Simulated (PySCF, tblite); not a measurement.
# C2H8F3NSi2+ (doublet): geometry, infrared bands and EPR parameters

Aim: predict the infrared bands and EPR parameters of C2H8F3NSi2+ (doublet) (`C[Si@@H]([NH+][SiH3])C(F)(F)F`).

The runs use tblite 0.8.0 and PySCF 2.14.0, with density-fitted response routines of our own; the level of theory stands in each step. All values are computed, except where a source is named. Atoms count from 0, in the outputs and in this text.

### 1 The molecule as given

16 atoms, charge 1, multiplicity 2; geometry from: force field or distance geometry start.

Bonds of the start (Å): C0–Si1 1.87, Si1–N2 1.78, N2–Si3 1.79, Si1–C4 1.87, C4–F5 1.40, C4–F6 1.38, C4–F7 1.40, C0–H8 1.11, C0–H9 1.10, C0–H10 1.09, Si1–H11 1.48, N2–H12 1.04, Si3–H13 1.47, Si3–H14 1.47, Si3–H15 1.47.

### 2 Optimising the geometry with GFN2-xTB

The job: settings as JSON, then the geometry in Å.

```
{"job": {"kind": "relax", "xc": "GFN2-xTB", "basis": "xTB"}, "charge": 1, "multiplicity": 2}
C     -0.571600    -2.141700     0.154600
Si    -0.240000    -0.332900     0.504200
N      0.899700     0.347000    -0.676700
Si     2.175600     1.240100     0.196400
C     -1.847100     0.620600     0.552700
F     -2.164500     1.054100    -0.736700
F     -2.856500    -0.202500     1.001800
F     -1.712900     1.761800     1.344100
H     -1.644900    -2.193500    -0.131700
H     -0.470300    -2.679500     1.111400
H      0.082800    -2.567900    -0.607900
H      0.309900    -0.260100     1.872500
H      0.404600     0.943000    -1.373700
H      3.482500     0.834100    -0.338100
H      2.175700     0.902400     1.629600
H      1.969400     2.684000     0.021300
```

The run is started by

```
$ OMP_NUM_THREADS=1 python probes_run.py task.json out
```

The driver reads the jobs from task.json and runs them one after another.

Log:

```text
step      E/eV     max force
  0    -774.16739    2.887
  1    -774.56128    1.786
  2    -774.75936    1.243
  3    -774.85378    1.035
  4    -775.02176    0.865
  5    -775.07013    0.879
  6    -775.13598    0.588
  7    -775.17444    0.519
  8    -775.19973    0.422
  9    -775.22182    0.467
 10    -775.24909    0.532
 11    -775.27603    0.450
 12    -775.30026    0.382
 13    -775.32452    0.357
 14    -775.34552    0.293
 15    -775.35842    0.344
 16    -775.36697    0.213
 17    -775.37437    0.207
 18    -775.38174    0.228
 19    -775.38953    0.229
 20    -775.39606    0.290
 21    -775.40122    0.246
 22    -775.40608    0.164
 23    -775.41098    0.153
 24    -775.41585    0.180
 25    -775.42072    0.195
 26    -775.42520    0.166
 27    -775.42902    0.141
 28    -775.43230    0.145
 29    -775.43544    0.168
 30    -775.43908    0.205
 31    -775.44266    0.162
 32    -775.44504    0.155
 33    -775.44650    0.126
 34    -775.44772    0.079
 35    -775.44893    0.102
 36    -775.45004    0.102
 37    -775.45089    0.076
 38    -775.45149    0.051
 39    -775.45193    0.042
 40    -775.45220    0.033
 41    -775.45233    0.022
 42    -775.45240    0.019
 43    -775.45248    0.021
 44    -775.45261    0.035
 45    -775.45280    0.045
 46    -775.45300    0.037
 47    -775.45315    0.038
 48    -775.45326    0.033
 49    -775.45338    0.030
 50    -775.45351    0.034
 51    -775.45364    0.027
 52    -775.45376    0.029
 53    -775.45390    0.032
 54    -775.45413    0.054
 55    -775.45456    0.078
 56    -775.45528    0.083
 57    -775.45627    0.099
 58    -775.45749    0.101
 59    -775.45869    0.073
 60    -775.45971    0.080
 61    -775.46063    0.060
 62    -775.46118    0.099
 63    -775.46201    0.095
 64    -775.46279    0.072
 65    -775.46472    0.121
 66    -775.46539    0.087
 67    -775.46631    0.065
 68    -775.46687    0.104
 69    -775.46729    0.065
 70    -775.46751    0.052
 71    -775.46862    0.098
 72    -775.46921    0.126
 73    -775.46982    0.117
 74    -775.47052    0.053
 75    -775.47111    0.053
 76    -775.47158    0.048
 77    -775.47181    0.054
 78    -775.47203    0.037
 79    -775.47231    0.034
 80    -775.47262    0.030
 81    -775.47295    0.040
 82    -775.47325    0.060
 83    -775.47347    0.055
 84    -775.47378    0.058
 85    -775.47402    0.054
 86    -775.47431    0.044
 87    -775.47452    0.038
 88    -775.47483    0.033
 89    -775.47509    0.040
 90    -775.47539    0.058
 91    -775.47579    0.075
 92    -775.47649    0.102
 93    -775.47761    0.118
 94    -775.47864    0.096
 95    -775.47828    0.164
 96    -775.48002    0.058
 97    -775.48039    0.052
 98    -775.48169    0.081
 99    -775.48283    0.110
100    -775.48516    0.135
101    -775.48696    0.113
102    -775.48809    0.178
103    -775.48894    0.126
104    -775.49031    0.063
105    -775.49161    0.116
106    -775.49290    0.107
107    -775.49418    0.120
108    -775.49502    0.079
109    -775.49558    0.098
110    -775.49661    0.076
111    -775.49739    0.111
112    -775.49800    0.056
113    -775.49820    0.044
114    -775.49844    0.043
115    -775.49862    0.038
116    -775.49874    0.039
117    -775.49885    0.045
118    -775.49901    0.041
119    -775.49922    0.040
120    -775.49950    0.039
121    -775.49984    0.046
122    -775.50015    0.061
123    -775.50025    0.058
124    -775.50048    0.030
125    -775.50057    0.034
126    -775.50071    0.038
127    -775.50081    0.035
128    -775.50089    0.025
129    -775.50095    0.018
130    -775.50100    0.016
131    -775.50103    0.015
132    -775.50107    0.013
133    -775.50109    0.012
134    -775.50110    0.007
```

It took 1.2 s on 1 thread of Arm Neoverse V1, shared host.

The steps of the relaxation: (not every step is listed)

```tsv
step	energy from step 0 (eV)	largest force (eV/Å)
0	0.0000	2.8873
1	-0.3939	1.7864
2	-0.5920	1.2433
3	-0.6864	1.0349
4	-0.8544	0.8647
5	-0.9027	0.8790
6	-0.9686	0.5878
7	-1.0071	0.5188
8	-1.0323	0.4222
20	-1.2287	0.2898
32	-1.2776	0.1551
44	-1.2852	0.0354
56	-1.2879	0.0831
68	-1.2995	0.1040
80	-1.3052	0.0300
92	-1.3091	0.1020
104	-1.3229	0.0628
116	-1.3314	0.0391
128	-1.3335	0.0251
129	-1.3336	0.0181
130	-1.3336	0.0157
131	-1.3336	0.0148
132	-1.3337	0.0131
133	-1.3337	0.0122
134	-1.3337	0.0073
```

Distances of close pairs at the start and the end, largest changes first:

```tsv
bond	before (Å)	after (Å)	change (Å)
Si1–C4	1.869	2.048	+0.179
C4–F5	1.397	1.324	-0.073
C4–F7	1.395	1.325	-0.070
C4–F6	1.378	1.319	-0.059
Si1–N2	1.776	1.727	-0.049
N2–H12	1.042	1.014	-0.028
Si1–H11	1.476	1.453	-0.024
C0–H8	1.112	1.092	-0.020
```

The end geometry stands in the next job.

### 3 Harmonic vibrations with GFN2-xTB

The job: settings as JSON, then the geometry in Å.

```
{"job": {"kind": "ir", "xc": "GFN2-xTB", "basis": "xTB"}, "charge": 1, "multiplicity": 2}
C     -0.800716    -2.208220    -0.033261
Si    -0.072982    -0.681108     0.794921
N      1.002804     0.264377    -0.170968
Si     2.096849     1.624744     0.192558
C     -1.638862     0.635033     0.684911
F     -2.011885     0.792644    -0.575785
F     -2.653834     0.174012     1.390113
F     -1.254929     1.806345     1.171773
H     -1.190915    -1.987757    -1.028876
H     -1.621198    -2.617298     0.556229
H     -0.049499    -2.989024    -0.133335
H      0.331352    -0.587219     2.186875
H      0.955672     0.069554    -1.165058
H      3.239016     1.341002    -0.683974
H      2.313964     1.575806     1.631091
H      1.347566     2.796053    -0.293659
```

Log:

```text
mode    cm-1     km/mol
  1      13.4      1.27
  2      34.0      0.07
  3      49.0      3.14
  4     108.4      0.41
  5     118.1      1.46
  6     121.4      1.26
  7     141.9      1.63
  8     194.9      0.60
  9     219.8      3.52
 10     240.8      5.55
 11     305.8     26.37
 12     457.3      9.10
 13     459.5      2.84
 14     474.5     16.55
 15     509.8     32.82
 16     524.5    114.68
 17     567.2     82.60
 18     584.8     61.10
 19     623.6     96.39
 20     632.7     73.16
 21     657.0     28.81
 22     670.4    157.26
 23     732.9     98.35
 24     766.2     49.07
 25     810.7     23.03
 26     816.0    109.00
 27     901.6    150.70
 28    1016.9    514.91
 29    1122.1    196.24
 30    1140.4    226.43
 31    1147.2     78.70
 32    1330.9     10.18
 33    1400.0     10.75
 34    1407.8     11.35
 35    2140.6    115.19
 36    2205.6    101.55
 37    2338.6     99.76
 38    2365.0    163.71
 39    2984.3     17.11
 40    3009.0     24.92
 41    3027.9     13.92
 42    3375.7     22.37
```

Wall time 0.7 s (1 thread of Arm Neoverse V1, shared host).

Which atoms move in the most intense modes:

```tsv
cm⁻¹	km/mol	atoms
524	114.7	H14 28 %, H15 25 %, N2 17 %, H12 12 %
670	157.3	H13 39 %, H15 28 %, N2 10 %
902	150.7	N2 48 %, Si1 19 %
1017	514.9	C4 45 %, F7 17 %, F5 14 %
1122	196.2	C4 66 %, F7 15 %, F5 13 %
1140	226.4	C4 69 %, F6 22 %
2141	115.2	H15 90 %
2365	163.7	H11 93 %
```

### 4 g tensor and hyperfine couplings: B3LYP/pcH-1

Settings changed since step 3:

```diff
@@ -1,2 +1,2 @@
-{"job": {"kind": "ir", "xc": "GFN2-xTB", "basis": "xTB"}, "charge": 1, "multiplicity": 2}
+{"job": {"kind": "epr", "basis": "pcH-1"}, "charge": 1, "multiplicity": 2}
 C     -0.800716    -2.208220    -0.033261
```

Method: UKS B3LYP, pcH-1 on C F H N Si, non-relativistic, mean-field spin-orbit, GIAO.

Log:

```text
UKS, coarse grid
  cycle   1  E = -1013.85983107  |g| = 7.42e-01
  cycle   2  E = -1013.46460000  |g| = 1.31e+00
  cycle   3  E = -1014.05399865  |g| = 1.46e-01
  cycle   4  E = -1014.05408394  |g| = 1.61e-01
  cycle   5  E = -1014.06606933  |g| = 2.62e-02
  cycle   6  E = -1014.06634375  |g| = 1.27e-02
  cycle   7  E = -1014.06642494  |g| = 5.32e-03
  cycle   8  E = -1014.06644250  |g| = 1.84e-03
  cycle   9  E = -1014.06644517  |g| = 6.91e-04
UKS, final grid
  cycle   1  E = -1014.06655000  |g| = 1.25e-03
  cycle   2  E = -1014.06654667  |g| = 2.98e-03
  cycle   3  E = -1014.06655072  |g| = 2.39e-04
  cycle   4  E = -1014.06655074  |g| = 1.01e-04
  cycle   5  E = -1014.06655075  |g| = 5.35e-05
  cycle   6  E = -1014.06655075  |g| = 7.68e-06
E = -1014.06655075 Eh   <S^2> = 0.7578 (exact 0.7500)
g shifts (ppm)      1          2          3
  rmc          -241       -241       -241
  gc              6         92        105
  oz_so          65       4124       6616
  total        -170       3975       6479
hyperfine (MHz)  atom isotope    a_iso     a_fc   dipolar eigenvalues
    0   13C       9.20       9.19     -3.80     -3.52      7.32
    1  29Si      62.44      62.61     -4.11      1.91      2.21
    2   14N      21.59      21.50    -26.64    -26.43     53.06
    3  29Si      37.28      37.37     -2.60      0.62      1.99
    4   13C     221.99     221.95    -23.15    -22.63     45.78
    5   19F      32.36      30.96    -80.71    -77.14    157.85
    6   19F      97.33      95.33   -137.62   -134.22    271.85
    7   19F      44.05      42.62    -85.51    -81.74    167.25
    8    1H      -3.55      -3.55     -2.26     -0.97      3.24
    9    1H      -1.52      -1.52     -2.67     -0.27      2.95
   10    1H       8.06       8.06     -2.56      0.08      2.48
   11    1H      42.12      42.12     -2.49     -1.47      3.96
   12    1H     -36.63     -36.71    -31.04     -6.66     37.70
   13    1H      89.31      89.31     -2.98     -1.08      4.06
   14    1H       1.12       1.12     -2.32     -1.61      3.94
   15    1H     131.44     131.44     -3.18     -0.39      3.57
```

It took 2 min on 1 thread of Arm Neoverse V1, shared host; peak memory 1.1 GiB.

Principal g values 2.00215, 2.00629, 2.00880; g(iso) = 2.00575, against 2.00232 for a free electron.

Hyperfine couplings; where a row names several nuclei, a(iso) is their mean (it holds for fast rotation or exchange) and the dipolar term the largest among them:

```tsv
nuclei	isotope	a(iso) (MHz)	a(iso) (G, at g = 2.0023)	largest dipolar term (MHz)
C4	13C	222.0	79.2	45.8
H13, H14, H15	1H	74.0	26.4	4.1
Si1	29Si	62.4	22.3	-4.1
F5, F6, F7	19F	57.9	20.7	271.8
H11	1H	42.1	15.0	4.0
Si3	29Si	37.3	13.3	-2.6
H12	1H	-36.6	-13.1	37.7
N2	14N	21.6	7.7	53.1
C0	13C	9.2	3.3	7.3
H8, H9, H10	1H	1.0	0.4	3.2
```

Mulliken spin populations:

C0 0.04; Si1 -0.04; N2 0.58; Si3 -0.04; C4 0.23; F5 0.03; F6 0.05; F7 0.03; H8 0.00; H9 0.00; H10 0.00; H11 0.02; H12 -0.02; H13 0.04; H14 0.00; H15 0.07

In first order the couplings over 0.8 MHz of 1H, 19F, 14N give 672 distinct lines over 185.8 G, if the averaged nuclei exchange fast.

Orbitals, density, ELF and potential are computed afterwards from the orbital file.

ELF in a plane through or near 7 of the atoms.

Ten even steps from ' ' (0.00) to '@' (1.00):
```
                                                        
                                                        
                                                        
                      ..--==--    ----..                
                    ..==##%%**  ::####++..              
                    --####%%##::++**--%%==              
                    --##%%##**--**##**%%++..            
          ..::::..    ::::::==##++--++++::              
          ::====--..      --##@@%%::                    
        ..::--::....::::--::....::--....==##**..        
        ......++--::****##::==%%::##**##@@@@@@##        
        ..--..--::--%%##%%++..==::@@##%%@@@@@@%%        
      ..++%%%%++::--**####**==--%%##==++##%%##--        
      --%%@@@@%%--..::====::....::##@@@@##::            
      ::##@@@@##..    ::..      ::%%@@@@@@==            
        ..==++--                ..%%@@@@@@--            
                                  --%%%%==              
                                                        
                                                        
                                                        
```
The map spans 11.7 Å across and 9.9 Å up, centred on the molecule. Atoms in the plane (x, y in Å): C0 (2.1, -1.0), Si3 (-2.6, -0.3), C4 (0.7, 1.6), F6 (1.8, 2.2), F7 (-0.4, 2.3), H9 (3.0, -0.6), H10 (2.1, -2.1).

log10 of the density (e/Å³) in the same plane.

Values, 10 rows by 14 columns:
```
-4.0 -4.0 -4.0 -4.0 -4.0 -4.0 -4.0 -4.0 -4.0 -4.0 -4.0 -4.0 -4.0 -4.0
-4.0 -4.0 -4.0 -4.0 -4.0 -3.4 -2.4 -2.5 -2.8 -2.5 -3.4 -4.0 -4.0 -4.0
-4.0 -4.0 -4.0 -3.7 -3.4 -1.4 -0.1 -0.4 -0.8 -0.1 -1.4 -3.5 -4.0 -4.0
-4.0 -3.9 -2.9 -2.4 -2.3 -1.0  0.6  0.2  0.1  1.0 -0.8 -2.9 -4.0 -4.0
-4.0 -3.1 -1.9 -0.9 -0.9 -1.4 -1.1 -0.4 -0.3 -1.2 -1.8 -2.5 -3.7 -4.0
-4.0 -2.8 -1.5 -0.3  0.6 -0.3 -0.1  0.7  0.3 -0.4 -0.2 -1.1 -2.7 -4.0
-4.0 -2.7 -1.4 -0.5 -0.7 -0.5 -0.3 -0.6 -0.4  0.1 -0.1 -1.1 -2.7 -4.0
-4.0 -3.0 -1.9 -1.3 -1.7 -1.8 -1.8 -1.9 -1.4 -0.1 -0.7 -2.1 -3.4 -4.0
-4.0 -3.9 -3.1 -2.8 -3.0 -3.5 -3.7 -3.5 -2.6 -1.9 -2.1 -3.1 -4.0 -4.0
-4.0 -4.0 -4.0 -4.0 -4.0 -4.0 -4.0 -4.0 -4.0 -3.9 -4.0 -4.0 -4.0 -4.0
```
The map spans 11.7 Å across and 9.9 Å up, centred on the molecule. Atoms in the plane (x, y in Å): C0 (2.1, -1.0), Si3 (-2.6, -0.3), C4 (0.7, 1.6), F6 (1.8, 2.2), F7 (-0.4, 2.3), H9 (3.0, -0.6), H10 (2.1, -2.1).

On the surface of density 0.002 e/bohr³ the electrostatic potential runs, from the 1st to the 99th percentile, from 2.92 V near F6 to 6.65 V near H12.

The spin density lies nearest to N2 36 %; C4 18 %; H12 12 %.

### 5 Results

| quantity | value |
| --- | --- |
| strongest single infrared mode (GFN2-xTB) | 1017 cm⁻¹, 515 km/mol |
| zero-point energy (GFN2-xTB) | 59.7 kcal/mol |
| g(iso) (B3LYP) | 2.00575 |
| ⟨S²⟩ | 0.758 (exact 0.75) |
| largest a(iso) (averaged by class) | 13C on C4, 222.0 MHz |

**Reading.** The optimisation took 134 steps and gained 1.334 eV; among the close pairs (by a distance rule), Si1–C4 changed most, from 1.869 to 2.048 Å. All 42 modes are real, so the xTB geometry is a minimum. The strongest single mode, at 1017 cm⁻¹, has its largest shares on C4, F7 and F5 (the list is cut at 3 atoms). Unscaled tight-binding wavenumbers are off by several per cent, some by more. Its intensities can rank the bands wrongly. N2 carries the largest spin population, 0.58 e. The isotropic g lies 3.4 ppt above the free-electron value.
